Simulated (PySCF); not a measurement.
# C₅H₆FNS: a tour of settings

Aim: see how C₅H₆FNS (`CCc1sncc1F`) answers to the choice of functional, basis, grid and SCF options, and what happens with inputs that are wrong on purpose.

Computed with PySCF 2.14.0, with density-fitted response routines of our own, on a single molecule in the gas phase. Atoms are numbered from 0 throughout.

## 1. The molecule as given

14 atoms, charge 0, multiplicity 1; geometry from: GFN2-xTB.

Bonds of the start (Å): C0–C1 1.53, C1–C2 1.49, C2–S3 1.72, S3–N4 1.63, N4–C5 1.30, C5–C6 1.41, C6–F7 1.34, C6–C2 1.37, C0–H8 1.09, C0–H9 1.09, C0–H10 1.09, C1–H11 1.09, C1–H12 1.09, C5–H13 1.08.

## 2. NMR shieldings: PBE0/pcSseg-1

What the job is given:

```
{"job": {"kind": "nmr", "xc": "PBE0", "basis": "pcSseg-1"}, "charge": 0, "multiplicity": 1}
C     -2.017800    -0.593619     0.585479
C     -1.095534     0.297870    -0.245424
C      0.337449     0.004933     0.023782
S      1.052088    -1.554633    -0.143321
N      2.539366    -1.075375     0.320804
C      2.563155     0.198020     0.603548
C      1.327510     0.853572     0.449284
F      1.137706     2.160538     0.690280
H     -1.846280    -1.640996     0.347450
H     -3.056821    -0.353543     0.376249
H     -1.835803    -0.445412     1.647369
H     -1.281732     1.349736    -0.016325
H     -1.303619     0.140288    -1.307604
H      3.479637     0.658149     0.926287
```

Method: GIAO PBE0/pcSseg-1 NMR shielding, non-relativistic, gas phase.

The run is started by

```
$ OMP_NUM_THREADS=1 python probes_run.py task.json out
```

One launch serves the whole session: the jobs run in the order shown.

The log of the run:

```text
coarse grid: 12928 points
cycle   1  E = -746.2194063820  dE =  1.410e+00  |g| = 4.958e-01  |ddm| = 3.692e+00
cycle   2  E = -746.1837873868  dE =  3.562e-02  |g| = 6.751e-01  |ddm| = 1.038e+00
cycle   3  E = -746.2649467707  dE = -8.116e-02  |g| = 1.227e-01  |ddm| = 6.445e-01
cycle   4  E = -746.2672663510  dE = -2.320e-03  |g| = 6.728e-02  |ddm| = 1.539e-01
cycle   5  E = -746.2683443137  dE = -1.078e-03  |g| = 1.140e-02  |ddm| = 7.456e-02
cycle   6  E = -746.2683663104  dE = -2.200e-05  |g| = 4.982e-03  |ddm| = 1.284e-02
cycle   7  E = -746.2683717217  dE = -5.411e-06  |g| = 1.172e-03  |ddm| = 5.417e-03
final grid: 122616 points
cycle   8  E = -746.3233780773  dE = -3.040e-05  |g| = 1.058e-02  |ddm| = 3.209e-02
cycle   9  E = -746.3233444428  dE =  3.363e-05  |g| = 1.577e-02  |ddm| = 2.548e-02
cycle  10  E = -746.3234044704  dE = -6.003e-05  |g| = 1.515e-03  |ddm| = 1.692e-02
cycle  11  E = -746.3234050470  dE = -5.766e-07  |g| = 3.447e-04  |ddm| = 1.746e-03
cycle  12  E = -746.3234050706  dE = -2.360e-08  |g| = 1.671e-04  |ddm| = 4.418e-04
cycle  13  E = -746.3234050765  dE = -5.864e-09  |g| = 4.833e-05  |ddm| = 1.677e-04
cycle  14  E = -746.3234050769  dE = -4.268e-10  |g| = 2.277e-05  |ddm| = 6.000e-05
converged SCF energy = -746.3234050769

GIAO shielding tensors (ppm)
atom      isotropic    diamagn.    paramagn.     s11        s22        s33       span
  0 C      165.865     246.861     -80.996    149.109    164.256    184.231     35.122
  1 C      164.706     244.100     -79.393    148.564    170.073    175.482     26.918
  2 C       24.143     267.539    -243.396    -44.009    -16.246    132.684    176.693
  3 S      148.979    1058.373    -909.394    -67.539    253.701    260.775    328.313
  4 N      -65.100     333.388    -398.488   -332.614   -129.053    266.366    598.980
  5 C       36.310     256.056    -219.747    -39.770     26.487    122.212    161.982
  6 C       24.724     247.819    -223.095    -31.508     42.189     63.490     94.999
  7 F      335.420     475.055    -139.635    239.952    320.397    445.910    205.958
  8 H       30.439      29.860       0.578     25.276     30.338     35.702     10.426
  9 H       30.233      28.048       2.185     25.529     27.253     37.918     12.389
 10 H       30.405      29.616       0.790     26.730     28.821     35.665      8.935
 11 H       28.600      30.653      -2.052     23.009     28.774     34.019     11.010
 12 H       28.903      29.853      -0.950     24.671     26.882     35.157     10.485
 13 H       23.442      28.414      -4.972     20.423     24.819     25.085      4.662
```

Run time: 22 s. Hardware: 1 thread of Intel Xeon Platinum 8488C, shared host; peak memory 0.77 GiB.

The references, computed at this level on geometries of the same kind, shield at (ppm): ¹H TMS 31.72, ¹³C TMS 186.9, ¹⁹F CFCl3 170.9, ¹⁵N NH3 267.7, ³³S CS2 504. Their shielding less the atom's gives the shift. The references are single molecules in the gas phase, so shifts against H2O, NH3, PH3, H3PO4 or CFCl3 are not on the usual liquid scales and can be off by tens of ppm. Atoms listed in one row are averaged.

```csv
atoms,environment,σ (ppm),δ (ppm),δ scaled to CDCl3
C2,substituted aromatic carbon next to the ring sulfur,24.1,162.8,152.6
C6,aromatic carbon bearing fluorine,24.7,162.2,156.4
C5,aromatic CH next to a ring nitrogen,36.3,150.6,145.1
C1,sp3 CH2 on an aromatic ring,164.7,22.2,19.8
C0,methyl carbon,165.9,21.1,18.6
H13,hydrogen on an aromatic CH next to a ring nitrogen,23.44,8.28,7.91
"H11, H12",hydrogen on an sp3 CH2 on an aromatic ring,28.75,2.97,2.90
"H8, H9, H10",hydrogen on a methyl carbon,30.36,1.36,1.39
S3,aromatic ring sulfur,149,355,–
N4,pyridine-type nitrogen of an azole,-65.1,332.8,–
F7,aryl fluorine,335.4,-164.5,–
```

The scaled column applies a straight-line fit of computed shieldings to shifts measured in CDCl3, with any fitted terms for Cl, Br or S neighbours, and one for carbons that bear F (root-mean-square error 0.16 ppm for H, 1.9 ppm for C).

The run also stored atomic charges by several schemes (e):

```
atoms  Mulliken    IAO  Hirshfeld  ESP fit
   C0     -0.28  -0.41      -0.12    -0.21
   C1     -0.12  -0.26      -0.07     0.18
   C2     -0.52  -0.19      -0.04    -0.22
   S3      0.45   0.50       0.18     0.20
   N4     -0.47  -0.45      -0.20    -0.40
   C5      0.13  -0.07      -0.02     0.04
   C6      0.30   0.22       0.05     0.20
   F7     -0.27  -0.26      -0.08    -0.17
```

Mayer bond orders: C0–C1 1.05, C1–C2 0.99, C2–S3 1.17, S3–N4 1.18, N4–C5 1.58, C5–C6 1.25, C6–F7 0.97, C6–C2 1.49.

Ring of atoms C2, S3, N4, C5, C6: NICS(0) -13.2, NICS(1) -10.9, NICS(1)zz -25.4 ppm (means of both faces).

## 3. Excited states and response: PBE0/def2-SVPD

Settings changed since step 2:

```diff
@@ -1,2 +1,2 @@
-{"job": {"kind": "nmr", "xc": "PBE0", "basis": "pcSseg-1"}, "charge": 0, "multiplicity": 1}
+{"job": {"kind": "uv", "xc": "PBE0", "basis": "def2-SVPD", "nstates": 6, "ntriplets": 2}, "charge": 0, "multiplicity": 1}
 C     -2.017800    -0.593619     0.585479
```

Level: TDDFT PBE0/def2-SVPD, vertical, gas phase, core orbitals frozen in the response.

The log of the run:

```text
coarse grid: 12928 points
cycle   1  E = -745.8973203969  dE =  1.343e+00  |g| = 4.604e-01  |ddm| = 6.235e+00
cycle   2  E = -745.8634261485  dE =  3.389e-02  |g| = 6.297e-01  |ddm| = 1.554e+00
cycle   3  E = -745.9393491100  dE = -7.592e-02  |g| = 1.228e-01  |ddm| = 1.041e+00
cycle   4  E = -745.9418615873  dE = -2.512e-03  |g| = 6.373e-02  |ddm| = 2.739e-01
cycle   5  E = -745.9428543919  dE = -9.928e-04  |g| = 1.120e-02  |ddm| = 1.221e-01
cycle   6  E = -745.9428772657  dE = -2.287e-05  |g| = 4.795e-03  |ddm| = 2.346e-02
cycle   7  E = -745.9428824273  dE = -5.162e-06  |g| = 1.094e-03  |ddm| = 9.040e-03
final grid: 122616 points
cycle   8  E = -746.0248229736  dE = -2.678e-05  |g| = 1.071e-02  |ddm| = 1.195e-01
cycle   9  E = -746.0247835743  dE =  3.940e-05  |g| = 1.627e-02  |ddm| = 4.414e-02
cycle  10  E = -746.0248512122  dE = -6.764e-05  |g| = 1.622e-03  |ddm| = 2.883e-02
cycle  11  E = -746.0248519130  dE = -7.008e-07  |g| = 3.533e-04  |ddm| = 3.460e-03
cycle  12  E = -746.0248519378  dE = -2.479e-08  |g| = 1.760e-04  |ddm| = 9.042e-04
cycle  13  E = -746.0248519446  dE = -6.776e-09  |g| = 5.477e-05  |ddm| = 3.897e-04
cycle  14  E = -746.0248519452  dE = -5.775e-10  |g| = 2.302e-05  |ddm| = 1.121e-04
converged SCF energy = -746.0248519452

Static polarisability (au): isotropic 81.071, principal 58.192 85.221 99.800

Singlet excitations
state   eV       nm        f      main configurations
  1   5.5526    223.3   0.12208   H->L 0.91
  2   5.5641    222.8   0.00444   H-2->L 0.97
  3   5.9196    209.4   0.02054   H->L+1 0.65, H-1->L 0.21
  4   5.9307    209.1   0.06832   H-1->L 0.69, H->L+1 0.23
  5   6.1702    200.9   0.00140   H-1->L+1 0.86
  6   6.9028    179.6   0.00946   H-2->L+1 0.89

Triplet excitations (Tamm-Dancoff, eV): 3.8955 4.2495
```

Wall time 33 s (1 thread of Intel Xeon Platinum 8488C, shared host); peak memory 0.84 GiB.

The orbitals next to the gap, with their largest atomic shares:

```
orbital      eV                      atoms
 HOMO−3  -10.15  S3 27 %, C0 15 %, C1 14 %
 HOMO−2   -8.43  N4 59 %, S3 11 %, C5 10 %
 HOMO−1   -7.78  S3 30 %, N4 20 %, C5 18 %
   HOMO   -7.46  C6 25 %, S3 19 %, C2 17 %
   LUMO   -1.12  N4 23 %, S3 22 %, C2 20 %
 LUMO+1   -0.08   S3 49 %, N4 10 %, C2 9 %
 LUMO+2    0.69   S3 35 %, C0 11 %, C1 8 %
```

With each of the 6 states as a Gaussian band of 0.4 eV half-width at 1/e, the curve within the window shown has maxima at 218 nm (ε 7,100), 181 nm (ε 400) L/(mol cm). Beyond the last state computed it falls off for lack of states. The curve at chosen wavelengths:

```tsv
nm	ε (L/mol/cm)
172	218
175	316
178	381
181	397
184	391
188	465
191	694
194	1149
197	1853
200	2767
203	3801
206	4836
209	5760
213	6669
216	7028
219	7073
222	6801
225	6248
228	5482
231	4594
234	3680
238	2558
241	1855
244	1294
247	870
250	565
```

Ground-state properties from the same run:

```
           property  computed
  dipole moment (D)      2.16
polarisability (Å³)     12.01
 HOMO–LUMO gap (eV)      6.34
      −ε(HOMO) (eV)      7.46
```

## 4. Shielding tensors: PBE0/cc-pVDZ-PP

Settings changed since step 3:

```diff
@@ -1,2 +1,2 @@
-{"job": {"kind": "uv", "xc": "PBE0", "basis": "def2-SVPD", "nstates": 6, "ntriplets": 2}, "charge": 0, "multiplicity": 1}
+{"job": {"kind": "nmr", "xc": "PBE0", "basis": "cc-pVDZ-PP", "pop": true, "grid": 0, "scf": {"diis": false, "max_cycle": 97}}, "charge": 0, "multiplicity": 1}
 C     -2.017800    -0.593619     0.585479
```

With the program's defaults for keys left out, this is: PBE0/cc-pVDZ-PP.

The log of the run:

```text
KeyError: 'Element c (Z=6) not found in basis cc-pVDZ-PP version 0'
```

It took 0.01 s on 1 thread of Intel Xeon Platinum 8488C, shared host.

Diagnosis: The basis cc-pVDZ-PP has no functions for an element of the molecule, so the input was refused before any integral. The remedy is to choose a basis that covers all elements.

## 5. NMR shieldings: wB97X/pcSseg-1

Settings changed since step 4:

```diff
@@ -1,2 +1,2 @@
-{"job": {"kind": "nmr", "xc": "PBE0", "basis": "cc-pVDZ-PP", "pop": true, "grid": 0, "scf": {"diis": false, "max_cycle": 97}}, "charge": 0, "multiplicity": 1}
+{"job": {"kind": "nmr", "xc": "wB97X", "basis": "pcSseg-1", "pop": true, "grid": 3}, "charge": 0, "multiplicity": 1}
 C     -2.017800    -0.593619     0.585479
```

Method: GIAO wB97X/pcSseg-1 NMR shielding, non-relativistic, gas phase.

The log of the run:

```text
coarse grid: 12928 points
cycle   1  E = -746.6202900463  dE =  1.796e+00  |g| = 5.659e-01  |ddm| = 3.602e+00
cycle   2  E = -746.6300871833  dE = -9.797e-03  |g| = 6.020e-01  |ddm| = 9.912e-01
cycle   3  E = -746.6918467230  dE = -6.176e-02  |g| = 7.435e-02  |ddm| = 5.080e-01
cycle   4  E = -746.6930139948  dE = -1.167e-03  |g| = 3.644e-02  |ddm| = 1.016e-01
cycle   5  E = -746.6933108752  dE = -2.969e-04  |g| = 1.322e-02  |ddm| = 4.697e-02
cycle   6  E = -746.6933568945  dE = -4.602e-05  |g| = 3.568e-03  |ddm| = 1.686e-02
cycle   7  E = -746.6933621901  dE = -5.296e-06  |g| = 1.180e-03  |ddm| = 6.988e-03
final grid: 176488 points
cycle   8  E = -746.7579643704  dE = -1.195e-04  |g| = 6.768e-03  |ddm| = 4.255e-02
cycle   9  E = -746.7579659305  dE = -1.560e-06  |g| = 6.814e-03  |ddm| = 1.257e-02
cycle  10  E = -746.7579729031  dE = -6.973e-06  |g| = 5.988e-04  |ddm| = 5.238e-03
cycle  11  E = -746.7579730237  dE = -1.206e-07  |g| = 3.486e-04  |ddm| = 1.122e-03
cycle  12  E = -746.7579730611  dE = -3.735e-08  |g| = 1.402e-04  |ddm| = 4.386e-04
cycle  13  E = -746.7579730690  dE = -7.891e-09  |g| = 5.054e-05  |ddm| = 2.526e-04
cycle  14  E = -746.7579730707  dE = -1.746e-09  |g| = 2.707e-05  |ddm| = 1.184e-04
cycle  15  E = -746.7579730711  dE = -3.670e-10  |g| = 4.991e-06  |ddm| = 6.457e-05
converged SCF energy = -746.7579730711

GIAO shielding tensors (ppm)
atom      isotropic    diamagn.    paramagn.     s11        s22        s33       span
  0 C      169.192     246.250     -77.058    153.346    167.588    186.642     33.296
  1 C      168.994     244.096     -75.102    153.786    174.367    178.828     25.042
  2 C       24.635     267.606    -242.971    -45.805    -17.861    137.571    183.375
  3 S      153.140    1058.925    -905.785    -81.423    258.094    282.750    364.173
  4 N      -68.481     335.025    -403.506   -338.785   -134.223    267.565    606.350
  5 C       36.135     256.471    -220.336    -43.769     27.161    125.013    168.782
  6 C       26.644     248.770    -222.126    -33.838     46.627     67.141    100.978
  7 F      348.305     475.125    -126.820    261.155    333.241    450.519    189.364
  8 H       30.527      30.024       0.503     25.277     30.416     35.889     10.612
  9 H       30.334      28.094       2.240     25.570     27.289     38.142     12.572
 10 H       30.513      29.744       0.769     26.722     28.910     35.906      9.185
 11 H       28.719      30.833      -2.114     23.023     28.838     34.294     11.271
 12 H       29.126      30.102      -0.976     24.899     27.026     35.454     10.554
 13 H       23.568      28.489      -4.921     20.467     24.955     25.283      4.816
```

Wall time 36 s (1 thread of Intel Xeon Platinum 8488C, shared host); peak memory 0.85 GiB.

In short: δ C2 165.0, C6 163.0, C5 153.5, C1 20.6, H13 8.24, H11 2.89 ppm (means over like atoms).

## 6. NMR shieldings: PBE0/pcSseg-1

Settings changed since step 5:

```diff
@@ -1,2 +1,2 @@
-{"job": {"kind": "nmr", "xc": "wB97X", "basis": "pcSseg-1", "pop": true, "grid": 3}, "charge": 0, "multiplicity": 1}
+{"job": {"kind": "nmr", "xc": "PBE0", "basis": "pcSseg-1", "pop": false, "gauge": [2, 0, 0], "scf": {"max_cycle": 52}}, "charge": 0, "multiplicity": 1}
 C     -2.017800    -0.593619     0.585479
```

With the program's defaults for keys left out, this is: common gauge origin PBE0/pcSseg-1 NMR shielding, non-relativistic, gas phase.

The log of the run:

```text
final grid: 122616 points
cycle   1  E = -746.2752246780  dE =  1.410e+00  |g| = 4.930e-01  |ddm| = 3.690e+00
cycle   2  E = -746.2397452898  dE =  3.548e-02  |g| = 6.741e-01  |ddm| = 1.037e+00
cycle   3  E = -746.3200634691  dE = -8.032e-02  |g| = 1.211e-01  |ddm| = 6.448e-01
cycle   4  E = -746.3223110713  dE = -2.248e-03  |g| = 6.684e-02  |ddm| = 1.528e-01
cycle   5  E = -746.3233766341  dE = -1.066e-03  |g| = 1.153e-02  |ddm| = 7.442e-02
cycle   6  E = -746.3233992356  dE = -2.260e-05  |g| = 4.985e-03  |ddm| = 1.305e-02
cycle   7  E = -746.3234046970  dE = -5.461e-06  |g| = 1.167e-03  |ddm| = 5.493e-03
cycle   8  E = -746.3234050402  dE = -3.432e-07  |g| = 3.635e-04  |ddm| = 1.711e-03
cycle   9  E = -746.3234050738  dE = -3.357e-08  |g| = 1.180e-04  |ddm| = 4.603e-04
cycle  10  E = -746.3234050766  dE = -2.778e-09  |g| = 4.119e-05  |ddm| = 1.441e-04
cycle  11  E = -746.3234050770  dE = -3.888e-10  |g| = 1.105e-05  |ddm| = 4.295e-05
converged SCF energy = -746.3234050770

GIAO shielding tensors (ppm)
atom      isotropic    diamagn.    paramagn.     s11        s22        s33       span
  0 C      158.985     263.011    -104.026    132.127    143.870    200.958     68.831
  1 C      179.762     364.365    -184.603    144.403    186.504    208.379     63.976
  2 C       86.329     509.553    -423.225      2.066     37.072    219.848    217.782
  3 S      159.420    1151.530    -992.111    -61.042    242.667    296.634    357.676
  4 N      -17.361     490.680    -508.041   -326.429    -53.048    327.395    653.825
  5 C       90.644     466.174    -375.530      9.216     65.565    197.152    187.936
  6 C       91.608     532.697    -441.089     17.216     96.765    160.842    143.626
  7 F      313.538     507.936    -194.398    206.567    317.447    416.600    210.033
  8 H       21.649      14.951       6.698    -15.494     12.734     67.708     83.203
  9 H       -9.065    -204.283     195.218    -39.521    -34.237     46.563     86.084
 10 H       28.650      25.162       3.488      0.621     15.211     70.118     69.497
 11 H       29.851      14.127      15.725     -1.312     24.634     66.232     67.544
 12 H       28.447      18.479       9.968      6.654      8.814     69.872     63.218
 13 H       41.483      68.999     -27.516     33.447     38.912     52.089     18.642
```

Wall time 13 s (1 thread of Intel Xeon Platinum 8488C, shared host); peak memory 0.78 GiB.

A normal end doesn't make this result sound: a common gauge origin replaces GIAOs, so the shieldings depend on where the origin lies. Its shieldings differ from those of step 2 (PBE0/pcSseg-1) by up to 67 ppm (C6).

## 7. Comparing the runs: NMR shifts

Shifts (ppm) of some atoms, chosen among heavy atoms and hydrogens apart, means over like atoms, with basis size and wall time:

| run | C2 | C5 | C1 | H13 | H11 | N4 | F7 | functions | time |
| --- | --- | --- | --- | --- | --- | --- | --- | --- | --- |
| PBE0/pcSseg-1 | 162.8 | 150.6 | 22.2 | 8.28 | 2.97 | 332.8 | -164.5 | 173 | 22 s |
| wB97X/pcSseg-1 | 165.0 | 153.5 | 20.6 | 8.24 | 2.89 | 337.0 | -157.6 | 173 | 36 s |

## 8. What came out

| quantity | value |
| --- | --- |
| ¹³C shifts against TMS (PBE0/pcSseg-1) | 162.8, 162.2, 150.6, 22.2, 21.1 ppm |
| ¹H shifts against TMS (PBE0/pcSseg-1, means over atoms taken as alike) | 8.28, 2.97, 1.36 ppm |
| ³³S shifts against CS2 (PBE0/pcSseg-1) | 355 ppm |
| ¹⁵N shifts against NH3 (PBE0/pcSseg-1) | 332.8 ppm |
| ¹⁹F shifts against CFCl3 (PBE0/pcSseg-1) | -164.5 ppm |
| lowest singlet (PBE0/def2-SVPD) | 5.55 eV (223 nm), f = 0.122 |
| lowest triplet | 3.90 eV |
| range of the shift of F7 | -164.5 to -157.6 ppm |
| property runs in this session | 5, of which 1 failed and 1 gave unsound results |

**Reading.** Single values in the summary come from the first run of each kind that ended normally (PBE0/pcSseg-1; PBE0/def2-SVPD), which need not be the best level. At PBE0/pcSseg-1: Shielding is most anisotropic at N4 (span 599 ppm, paramagnetic term -398 ppm). NICS(1)zz of -25 ppm above the planar ring from C2 marks a diatropic (aromatic) ring current. The lowest singlet, at 5.55 eV, is HOMO→LUMO 0.91 and is bright. The lowest triplet lies 1.66 eV below the lowest singlet (triplets in Tamm-Dancoff, singlets in full TDDFT). Among the atoms with a shift in every run: Across the 2 runs the shift of F7 moves most, between -164.5 (PBE0/pcSseg-1) and -157.6 ppm (wB97X/pcSseg-1).
